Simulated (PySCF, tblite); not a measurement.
# C6H13GaN2: geometry, infrared bands and NMR shifts

What infrared bands and NMR shifts should C6H13GaN2 (`C[CH2][Ga@@H-]([NH3+])[C@@H]1C[C@H]1C#N`) show?

Programs: tblite 0.8.0 and PySCF 2.14.0, with density-fitted response routines of our own. Each step states its level of theory. These are calculated values for one molecule in the gas phase, unless marked as measured. Atoms are numbered from 0 throughout.

## Step 1: The starting structure

22 atoms, charge 0, multiplicity 1; geometry from: force field or distance geometry start.

Bonds of the start (Å): C0–C1 1.51, C1–Ga2 2.00, Ga2–N3 1.89, Ga2–C4 2.00, C4–C5 1.49, C5–C6 1.50, C6–C7 1.47, C7–N8 1.15, C6–C4 1.51, C0–H9 1.11, C0–H10 1.10, C0–H11 1.11, C1–H12 1.13, C1–H13 1.11, Ga2–H14 1.60, N3–H15 1.05, N3–H16 1.05, N3–H17 1.03, C4–H18 1.11, C5–H19 1.11, C5–H20 1.09, C6–H21 1.11.

## Step 2: Optimising the geometry with GFN2-xTB

What the job is given:

```
{"job": {"kind": "relax", "xc": "GFN2-xTB", "basis": "xTB"}, "charge": 0, "multiplicity": 1}
C      2.770500     0.765200    -1.006100
C      2.039600     0.756600     0.315000
Ga     0.535900    -0.548700     0.107800
N      0.379100    -1.638400     1.644800
C     -1.120400     0.543100    -0.169500
C     -2.330300     0.326900     0.679800
C     -2.289700    -0.234000    -0.712800
C     -3.061500     0.517800    -1.712500
N     -3.672400     1.086800    -2.510400
H      3.340500     1.716100    -1.040700
H      3.402600    -0.130900    -1.061300
H      2.039500     0.720000    -1.842800
H      2.690600     0.344300     1.142900
H      1.643700     1.758400     0.585700
H      0.853600    -1.451800    -1.173000
H     -0.535400    -2.157100     1.639400
H      1.126300    -2.381300     1.620500
H      0.428100    -1.122500     2.535300
H     -0.944300     1.581800    -0.532400
H     -3.035200     1.178900     0.812200
H     -2.170000    -0.294600     1.561000
H     -2.101100    -1.317300    -0.883700
```

Launch:

```sh
OMP_NUM_THREADS=1 python probes_run.py task.json out
```

One launch serves the whole session: the jobs run in the order shown.

The log of the run:

```text
step      E/eV     max force
  0    -717.75981    2.697
  1    -718.08829    1.776
  2    -718.22815    3.483
  3    -718.29071    3.960
  4    -718.39489    0.555
  5    -718.43703    0.504
  6    -718.49897    0.995
  7    -718.54251    0.874
  8    -718.58021    0.434
  9    -718.59875    0.292
 10    -718.61318    0.413
 11    -718.62960    0.381
 12    -718.64420    0.294
 13    -718.65455    0.243
 14    -718.66254    0.196
 15    -718.67004    0.204
 16    -718.67811    0.216
 17    -718.68623    0.246
 18    -718.69283    0.186
 19    -718.69762    0.164
 20    -718.70128    0.156
 21    -718.70467    0.179
 22    -718.70864    0.193
 23    -718.71342    0.186
 24    -718.71834    0.188
 25    -718.72258    0.147
 26    -718.72631    0.135
 27    -718.73006    0.176
 28    -718.73369    0.154
 29    -718.73656    0.097
 30    -718.73866    0.098
 31    -718.74051    0.096
 32    -718.74244    0.105
 33    -718.74428    0.101
 34    -718.74577    0.081
 35    -718.74703    0.072
 36    -718.74840    0.079
 37    -718.74999    0.092
 38    -718.75169    0.100
 39    -718.75335    0.103
 40    -718.75490    0.086
 41    -718.75639    0.085
 42    -718.75788    0.078
 43    -718.75930    0.094
 44    -718.76056    0.088
 45    -718.76168    0.087
 46    -718.76263    0.078
 47    -718.76332    0.062
 48    -718.76402    0.071
 49    -718.76476    0.064
 50    -718.76579    0.061
 51    -718.76637    0.052
 52    -718.76734    0.060
 53    -718.76832    0.074
 54    -718.76963    0.072
 55    -718.77104    0.094
 56    -718.77257    0.080
 57    -718.77417    0.083
 58    -718.77578    0.086
 59    -718.77721    0.119
 60    -718.77824    0.143
 61    -718.77964    0.115
 62    -718.78081    0.078
 63    -718.78230    0.055
 64    -718.78275    0.067
 65    -718.78378    0.057
 66    -718.78433    0.057
 67    -718.78507    0.057
 68    -718.78580    0.059
 69    -718.78651    0.067
 70    -718.78710    0.054
 71    -718.78756    0.049
 72    -718.78804    0.050
 73    -718.78853    0.066
 74    -718.78908    0.056
 75    -718.78963    0.058
 76    -718.79023    0.050
 77    -718.79080    0.065
 78    -718.79130    0.056
 79    -718.79172    0.048
 80    -718.79208    0.039
 81    -718.79242    0.042
 82    -718.79272    0.053
 83    -718.79301    0.038
 84    -718.79326    0.025
 85    -718.79343    0.030
 86    -718.79359    0.040
 87    -718.79378    0.038
 88    -718.79403    0.033
 89    -718.79432    0.037
 90    -718.79462    0.032
 91    -718.79489    0.045
 92    -718.79517    0.045
 93    -718.79549    0.034
 94    -718.79583    0.036
 95    -718.79608    0.030
 96    -718.79624    0.026
 97    -718.79637    0.030
 98    -718.79652    0.030
 99    -718.79671    0.033
100    -718.79693    0.037
101    -718.79718    0.042
102    -718.79749    0.043
103    -718.79786    0.041
104    -718.79826    0.049
105    -718.79866    0.061
106    -718.79903    0.108
107    -718.79932    0.179
108    -718.79982    0.051
109    -718.80050    0.187
110    -718.80113    0.136
111    -718.80193    0.087
112    -718.80260    0.128
113    -718.80341    0.139
114    -718.80454    0.121
115    -718.80557    0.090
116    -718.80694    0.097
117    -718.80814    0.104
118    -718.81012    0.156
119    -718.81143    0.108
120    -718.81399    0.146
121    -718.81216    0.363
122    -718.81968    0.183
123    -718.82249    0.099
124    -718.82616    0.213
125    -718.82943    0.148
126    -718.83421    0.168
127    -718.83353    0.192
128    -718.83733    0.174
129    -718.83863    0.114
130    -718.84001    0.114
131    -718.84159    0.108
132    -718.84320    0.088
133    -718.84424    0.153
134    -718.84542    0.070
135    -718.84687    0.078
136    -718.84798    0.081
137    -718.85013    0.133
138    -718.85258    0.100
139    -718.85497    0.101
140    -718.85678    0.117
141    -718.85836    0.080
142    -718.86027    0.093
143    -718.86213    0.077
144    -718.86328    0.085
145    -718.86416    0.093
146    -718.86494    0.093
147    -718.86581    0.061
148    -718.86685    0.084
149    -718.86773    0.066
150    -718.86862    0.079
151    -718.86964    0.085
152    -718.87062    0.064
153    -718.87138    0.047
154    -718.87195    0.060
155    -718.87249    0.046
156    -718.87307    0.052
157    -718.87371    0.056
158    -718.87436    0.059
159    -718.87492    0.094
160    -718.87529    0.037
161    -718.87551    0.066
162    -718.87564    0.042
163    -718.87577    0.026
164    -718.87590    0.029
165    -718.87605    0.032
166    -718.87623    0.037
167    -718.87648    0.050
168    -718.87680    0.057
169    -718.87717    0.054
170    -718.87758    0.051
171    -718.87805    0.060
172    -718.87857    0.057
173    -718.87911    0.046
174    -718.87964    0.054
175    -718.88014    0.050
176    -718.88061    0.044
177    -718.88093    0.038
178    -718.88112    0.039
179    -718.88127    0.023
180    -718.88141    0.024
181    -718.88151    0.034
182    -718.88166    0.033
183    -718.88187    0.032
184    -718.88211    0.035
185    -718.88237    0.033
186    -718.88262    0.037
187    -718.88286    0.047
188    -718.88317    0.051
189    -718.88349    0.044
190    -718.88376    0.050
191    -718.88399    0.040
192    -718.88424    0.039
193    -718.88455    0.058
194    -718.88480    0.066
195    -718.88513    0.053
196    -718.88547    0.028
197    -718.88573    0.035
198    -718.88606    0.040
199    -718.88634    0.046
200    -718.88657    0.034
201    -718.88676    0.034
202    -718.88694    0.037
203    -718.88713    0.047
204    -718.88728    0.055
205    -718.88740    0.051
206    -718.88748    0.043
207    -718.88756    0.033
208    -718.88767    0.024
209    -718.88781    0.025
210    -718.88791    0.030
211    -718.88801    0.025
212    -718.88811    0.020
213    -718.88823    0.024
214    -718.88834    0.022
215    -718.88845    0.024
216    -718.88856    0.026
217    -718.88866    0.032
218    -718.88871    0.050
219    -718.88886    0.030
220    -718.88901    0.023
221    -718.88920    0.026
222    -718.88931    0.026
223    -718.88939    0.017
224    -718.88945    0.018
225    -718.88954    0.023
226    -718.88960    0.030
227    -718.88968    0.030
228    -718.88978    0.026
229    -718.88993    0.028
230    -718.89014    0.033
231    -718.89039    0.034
232    -718.89059    0.037
233    -718.89071    0.031
234    -718.89078    0.022
235    -718.89086    0.027
236    -718.89094    0.029
237    -718.89102    0.028
238    -718.89110    0.023
239    -718.89120    0.019
240    -718.89128    0.021
241    -718.89138    0.022
242    -718.89146    0.020
243    -718.89152    0.024
244    -718.89158    0.015
245    -718.89162    0.031
246    -718.89165    0.015
247    -718.89168    0.010
248    -718.89170    0.009
```

It took 3.7 s on 1 thread of Arm Neoverse N1, shared host; peak memory 0.18 GiB.

Along the way: (not every step is listed)

```csv
step,energy from step 0 (eV),largest force (eV/Å)
0,0.0000,2.6975
1,-0.3285,1.7763
2,-0.4683,3.4830
3,-0.5309,3.9596
4,-0.6351,0.5546
5,-0.6772,0.5041
6,-0.7392,0.9950
7,-0.7827,0.8744
8,-0.8204,0.4342
31,-0.9807,0.0961
54,-1.0098,0.0718
77,-1.0310,0.0648
100,-1.0371,0.0373
123,-1.0627,0.0990
146,-1.1051,0.0934
169,-1.1174,0.0540
192,-1.1244,0.0386
215,-1.1286,0.0238
238,-1.1313,0.0229
243,-1.1317,0.0244
244,-1.1318,0.0151
245,-1.1318,0.0308
246,-1.1318,0.0154
247,-1.1319,0.0100
248,-1.1319,0.0094
```

Distances of close pairs at the start and the end, largest changes first:

| bond | before (Å) | after (Å) | change (Å) |
| --- | --- | --- | --- |
| Ga2–N3 | 1.891 | 2.212 | +0.322 |
| C6–C7 | 1.470 | 1.415 | -0.055 |
| N3–H16 | 1.054 | 1.018 | -0.036 |
| N3–H15 | 1.051 | 1.019 | -0.033 |
| C1–H12 | 1.131 | 1.098 | -0.033 |
| C5–H19 | 1.114 | 1.082 | -0.031 |
| C1–Ga2 | 2.002 | 2.032 | +0.030 |
| C0–C1 | 1.510 | 1.538 | +0.028 |

The next job starts from the end point, and lists it.

## Step 3: Vibrational analysis with GFN2-xTB

What the job is given:

```
{"job": {"kind": "ir", "xc": "GFN2-xTB", "basis": "xTB"}, "charge": 0, "multiplicity": 1}
C      2.506934     0.883888    -1.328782
C      2.313019     0.362357     0.104726
Ga     0.512448    -0.561872     0.287258
N      0.433030    -1.114209     2.427853
C     -1.260309     0.406469     0.125303
C     -2.481349    -0.466892     0.133981
C     -1.979935     0.065792    -1.177623
C     -2.721646     1.083229    -1.822673
N     -3.316356     1.926617    -2.322703
H      3.461880     1.400123    -1.440345
H      2.479090     0.058119    -2.042712
H      1.708381     1.580736    -1.593228
H      3.148066    -0.307421     0.351080
H      2.389052     1.211653     0.798688
H      0.292198    -2.040689    -0.221316
H     -0.449703    -1.592914     2.599346
H      1.188496    -1.750202     2.675707
H      0.479314    -0.307616     3.047583
H     -1.445421     1.429866     0.453208
H     -3.416368    -0.073433     0.511454
H     -2.351120    -1.534524     0.289012
H     -1.500113    -0.639694    -1.856666
```

The log of the run:

```text
mode    cm-1     km/mol
  1      23.9      0.12
  2      34.6      0.84
  3      55.1      5.93
  4      69.5      4.71
  5      77.6      3.18
  6      95.5      0.10
  7     110.9      3.28
  8     146.6      3.27
  9     175.1      2.29
 10     186.4      3.37
 11     223.2      0.41
 12     253.6      7.04
 13     268.8     45.05
 14     355.6     60.63
 15     388.0     24.86
 16     439.6     69.74
 17     502.2     55.05
 18     530.5      7.79
 19     540.3    181.39
 20     545.3    145.91
 21     586.8     42.41
 22     660.8    243.32
 23     829.4      2.77
 24     869.0      1.62
 25     919.5     19.96
 26     926.8     13.73
 27     960.3      8.48
 28     984.0      9.89
 29    1016.5     51.10
 30    1031.8      7.52
 31    1056.1      8.40
 32    1087.1      3.29
 33    1097.3      4.69
 34    1205.5     27.17
 35    1212.3    248.80
 36    1215.4      7.40
 37    1228.3      5.87
 38    1234.1      6.10
 39    1361.0     10.16
 40    1407.9      0.28
 41    1446.8      1.30
 42    1457.5      6.47
 43    1487.7     28.05
 44    1488.2     37.76
 45    1497.2      1.32
 46    1503.0      3.57
 47    1572.9    479.47
 48    2386.5    335.85
 49    2863.0     69.38
 50    2882.7     60.15
 51    2943.9     16.06
 52    2954.7     50.44
 53    2968.7     51.53
 54    2974.6     54.51
 55    2984.2     39.50
 56    2995.6     33.42
 57    3058.5     45.85
 58    3354.9     38.23
 59    3372.2     10.40
 60    3377.2      9.25
```

Wall time 1.7 s (1 thread of Arm Neoverse N1, shared host); peak memory 0.18 GiB.

The strongest bands and the atoms that carry them (share of the mass-weighted mode):

```csv
cm⁻¹,km/mol,atoms
440,69.7,"C4 28 %, C7 22 %"
540,181.4,"H14 33 %, C7 18 %, H13 12 %"
545,145.9,H14 72 %
661,243.3,"H14 49 %, H12 14 %, H13 13 %, C1 11 %"
1212,248.8,"H15 24 %, H17 24 %, H16 24 %, N3 13 %"
1573,479.5,H14 96 %
2386,335.9,"C7 60 %, N8 39 %"
2863,69.4,"H13 74 %, H12 18 %"
```

## Step 4: Shielding tensors: PBE0/pcSseg-1

The job, as its differences from that of step 3:

```diff
@@ -1,2 +1,2 @@
-{"job": {"kind": "ir", "xc": "GFN2-xTB", "basis": "xTB"}, "charge": 0, "multiplicity": 1}
+{"job": {"kind": "nmr", "xc": "PBE0", "basis": "pcSseg-1"}, "charge": 0, "multiplicity": 1}
 C      2.506934     0.883888    -1.328782
```

With the program's defaults for keys left out, this is: GIAO PBE0/pcSseg-1 NMR shielding, non-relativistic, gas phase.

The log of the run:

```text
coarse grid: 80872 points
cycle   1  E = -2269.7392274820  dE =  3.280e-01  |g| = 1.069e+00  |ddm| = 4.252e+00
cycle   2  E = -2269.5835735696  dE =  1.557e-01  |g| = 1.401e+00  |ddm| = 1.605e+00
cycle   3  E = -2269.8553883958  dE = -2.718e-01  |g| = 3.421e-01  |ddm| = 1.127e+00
cycle   4  E = -2269.8786967589  dE = -2.331e-02  |g| = 1.047e-01  |ddm| = 2.933e-01
cycle   5  E = -2269.8807188436  dE = -2.022e-03  |g| = 1.289e-02  |ddm| = 8.829e-02
cycle   6  E = -2269.8807570384  dE = -3.819e-05  |g| = 3.418e-03  |ddm| = 1.618e-02
cycle   7  E = -2269.8807595558  dE = -2.517e-06  |g| = 1.180e-03  |ddm| = 3.869e-03
final grid: 172360 points
cycle   8  E = -2269.8808011971  dE =  9.141e-08  |g| = 1.476e-03  |ddm| = 3.348e-03
cycle   9  E = -2269.8808007829  dE =  4.141e-07  |g| = 1.998e-03  |ddm| = 2.830e-03
cycle  10  E = -2269.8808016942  dE = -9.113e-07  |g| = 2.817e-04  |ddm| = 1.685e-03
cycle  11  E = -2269.8808017105  dE = -1.623e-08  |g| = 5.550e-05  |ddm| = 2.142e-04
cycle  12  E = -2269.8808017111  dE = -6.366e-10  |g| = 9.299e-06  |ddm| = 4.993e-05
converged SCF energy = -2269.8808017111

GIAO shielding tensors (ppm)
atom      isotropic    diamagn.    paramagn.     s11        s22        s33       span
  0 C      174.694     246.815     -72.121    167.271    169.684    187.126     19.855
  1 C      177.185     252.062     -74.877    169.536    175.729    186.291     16.756
  2 Ga    1421.574    2639.643   -1218.069   1275.181   1412.425   1577.116    301.935
  3 N      239.372     317.567     -78.195    228.209    241.137    248.771     20.562
  4 C      178.013     249.589     -71.575    136.008    182.618    215.414     79.407
  5 C      172.890     255.080     -82.189    146.000    166.439    206.231     60.231
  6 C      188.623     252.710     -64.088    159.370    173.142    233.356     73.986
  7 C       57.908     258.334    -200.426    -62.841    -57.799    294.364    357.205
  8 N      -18.141     340.911    -359.051   -196.026   -168.643    310.247    506.273
  9 H       30.146      27.740       2.406     24.661     27.330     38.446     13.785
 10 H       30.477      30.412       0.065     25.915     28.941     36.575     10.660
 11 H       30.302      31.803      -1.502     24.636     30.559     35.710     11.074
 12 H       30.997      31.358      -0.362     25.558     29.739     37.693     12.135
 13 H       30.941      32.596      -1.655     26.306     29.811     36.707     10.401
 14 H       27.810      31.165      -3.355     22.262     23.662     37.505     15.244
 15 H       29.718      30.395      -0.676     22.072     27.706     39.377     17.306
 16 H       30.006      29.173       0.833     23.132     25.832     41.053     17.921
 17 H       30.002      30.472      -0.470     23.957     26.190     39.858     15.901
 18 H       31.561      33.901      -2.341     25.139     28.658     40.884     15.745
 19 H       30.565      31.419      -0.854     24.861     26.708     40.125     15.264
 20 H       31.026      32.249      -1.223     24.572     28.996     39.511     14.940
 21 H       30.798      30.904      -0.107     22.818     30.221     39.353     16.535
```

Wall time 1.8 min (1 thread of Arm Neoverse N1, shared host); peak memory 1.2 GiB.

The references, computed at this level on geometries of the same kind, shield at (ppm): 1H TMS 31.72, 13C TMS 186.9, 15N NH3 267.7. Their shielding less the atom's gives the shift. The references are single molecules in the gas phase, so shifts against H2O, NH3, PH3, H3PO4 or CFCl3 are not on the usual liquid scales and can be off by tens of ppm. Atoms listed in one row are averaged.

| atoms | environment | σ (ppm) | δ (ppm) |
| --- | --- | --- | --- |
| C7 | nitrile carbon | 57.9 | 129.0 |
| C5 | three-membered-ring carbon | 172.9 | 14.0 |
| C0 | methyl carbon | 174.7 | 12.2 |
| C1 | sp3 CH2 bonded to Ga | 177.2 | 9.7 |
| C4 | three-membered-ring carbon | 178.0 | 8.9 |
| C6 | three-membered-ring carbon | 188.6 | -1.7 |
| H14 | hydrogen on a Ga bonded to 2 C, N | 27.81 | 3.91 |
| H15, H16, H17 | hydrogen on a donor nitrogen of a Lewis adduct | 29.91 | 1.81 |
| H9, H10, H11 | hydrogen on a methyl carbon | 30.31 | 1.41 |
| H19 | hydrogen on a three-membered-ring carbon | 30.57 | 1.15 |
| H21 | hydrogen on a three-membered-ring carbon | 30.80 | 0.92 |
| H13 | hydrogen on an sp3 CH2 bonded to Ga | 30.94 | 0.78 |
| H12 | hydrogen on an sp3 CH2 bonded to Ga | 31.00 | 0.72 |
| H20 | hydrogen on a three-membered-ring carbon | 31.03 | 0.69 |
| H18 | hydrogen on a three-membered-ring carbon | 31.56 | 0.16 |
| Ga2 | Ga bonded to 2 C, N, H | 1422 | – |
| N8 | nitrile nitrogen | -18.1 | 285.9 |
| N3 | donor nitrogen of a Lewis adduct | 239.4 | 28.4 |

The run also stored atomic charges by several schemes (e):

```csv
atoms,Mulliken,IAO,Hirshfeld,ESP fit
C0,-0.28,-0.40,-0.12,-0.22
C1,-0.62,-0.53,-0.20,-0.19
Ga2,0.78,0.55,0.35,0.45
N3,-0.49,-0.58,-0.17,-0.84
C4,-0.55,-0.40,-0.16,-0.17
C5,-0.12,-0.27,-0.09,-0.38
C6,-0.28,-0.17,-0.03,-0.19
C7,0.15,0.14,0.08,0.41
N8,-0.27,-0.28,-0.25,-0.51
```

Mayer bond orders: C0–C1 1.04, C1–Ga2 0.87, Ga2–N3 0.28, Ga2–C4 0.67, C4–C5 0.95, C5–C6 0.94, C6–C7 1.02, C7–N8 3.05, C6–C4 0.88.

Ring of atoms C4, C5, C6: NICS(0) -45.5, NICS(1) -9.1, NICS(1)zz -24.1 ppm (means of both faces).

In rings of three or four atoms NICS is ruled by the nearby σ bonds, so it says little on aromaticity.

## Step 5: Summary of results

```
                                                              quantity                                                     value
                             strongest single infrared mode (GFN2-xTB)                                     1573 cm⁻¹, 479 km/mol
                                          zero-point energy (GFN2-xTB)                                            107.9 kcal/mol
                                13C shifts against TMS (PBE0/pcSseg-1)                     129.0, 14.0, 12.2, 9.7, 8.9, -1.7 ppm
1H shifts against TMS (PBE0/pcSseg-1, means over atoms taken as alike)  3.91, 1.81, 1.41, 1.15, 0.92, 0.78, 0.72, 0.69, 0.16 ppm
                                15N shifts against NH3 (PBE0/pcSseg-1)                                           285.9, 28.4 ppm
                                      shieldings of Ga (PBE0/pcSseg-1)                                            Ga2 1421.6 ppm
```

In words: The optimisation took 248 steps and gained 1.132 eV; among the close pairs (by a distance rule), Ga2–N3 changed most, from 1.891 to 2.212 Å. All 60 modes are real, so the xTB geometry is a minimum. The strongest single mode, at 1573 cm⁻¹, moves mainly H14. GFN2-xTB is a fitted tight-binding method: band positions and strengths are rough. Its intensities can rank the bands wrongly. At PBE0/pcSseg-1: The largest span, 506 ppm, is at N8, where the paramagnetic term is -359 ppm. Spin-orbit coupling is left out, which matters for shieldings and couplings at and beside the heavy atoms.
